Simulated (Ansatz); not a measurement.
# ReHg3Ru: the cost of one run

Program: Ansatz 0.2.0. Level of theory: DFT PBE, scalar-relativistic, plane waves, PAW. These are calculated values, not measurements.

1 further run of the same task is left out (it didn't finish).

### 1 Starting point

It takes space group Pm-3m (No. 221, cubic). The conventional cell has a = 4.484 Å, b = 4.484 Å, c = 4.484 Å, α = 90.00°, β = 90.00°, γ = 90.00°. Around Re (site symmetry m-3m) lie 6 Hg at 2.24 Å. Hg (site symmetry 4/mmm) is surrounded by 2 Re at 2.24 Å. Ru (site symmetry m-3m) is surrounded by 12 Hg at 3.17 Å.

As a file:

```cif
data_structure
_symmetry_space_group_name_H-M 'P 1'
_symmetry_Int_Tables_number 1
_cell_length_a 4.4840
_cell_length_b 4.4840
_cell_length_c 4.4840
_cell_angle_alpha 90.000
_cell_angle_beta 90.000
_cell_angle_gamma 90.000
_cell_volume 90.16
loop_
_atom_site_label
_atom_site_type_symbol
_atom_site_fract_x
_atom_site_fract_y
_atom_site_fract_z
_atom_site_occupancy
Re1 Re 0.50000 0.50000 0.50000 1
Hg1 Hg 0.00000 0.50000 0.50000 1
Hg2 Hg 0.50000 0.00000 0.50000 1
Hg3 Hg 0.50000 0.50000 0.00000 1
Ru1 Ru 0.00000 0.00000 0.00000 1
```

The cell is invented: species swapped into a database cell of CsMgF3 (Pm-3m, No. 221), with Ru on the Cs sites, Re on the Mg sites and Hg on the F sites. The dimensions are guesses.

### 2 Probe: one point on a coarse mesh

input.yaml reads:

```yaml
crystal:
  lattice:
    - [4.48400193, 0.0, 0.0]
    - [0.0, 4.48400193, 0.0]
    - [0.0, 0.0, 4.48400193]
  atoms:
    - { symbol: Re, position: [0.5, 0.5, 0.5] }
    - { symbol: Hg, position: [0.0, 0.5, 0.5] }
    - { symbol: Hg, position: [0.5, 0.0, 0.5] }
    - { symbol: Hg, position: [0.5, 0.5, 0.0] }
    - { symbol: Ru, position: [0.0, 0.0, 0.0] }
basis:
  ecutwfc: 420
kpoints:
  mp_grid: { grid: [4, 4, 4] }
hamiltonian:
  xc: pbe
scf:
  occupations: { method: gaussian, width: 0.1 }
  lower_state_search: "off"
output:
  forces: true
  stress: true
  eigenvalues: true
```

The run is started by

```bash
$ ansatz run input.yaml --threads 1 --pin off --max-ram 2560MiB --backend cpu --events-out ev --progress --plain --runs-dir out
```

**Question.** How long does this run take on 1 thread of Arm Neoverse V1, shared host, and how much memory does it need?

About 3.1 s, with a peak of 0.36 GiB.
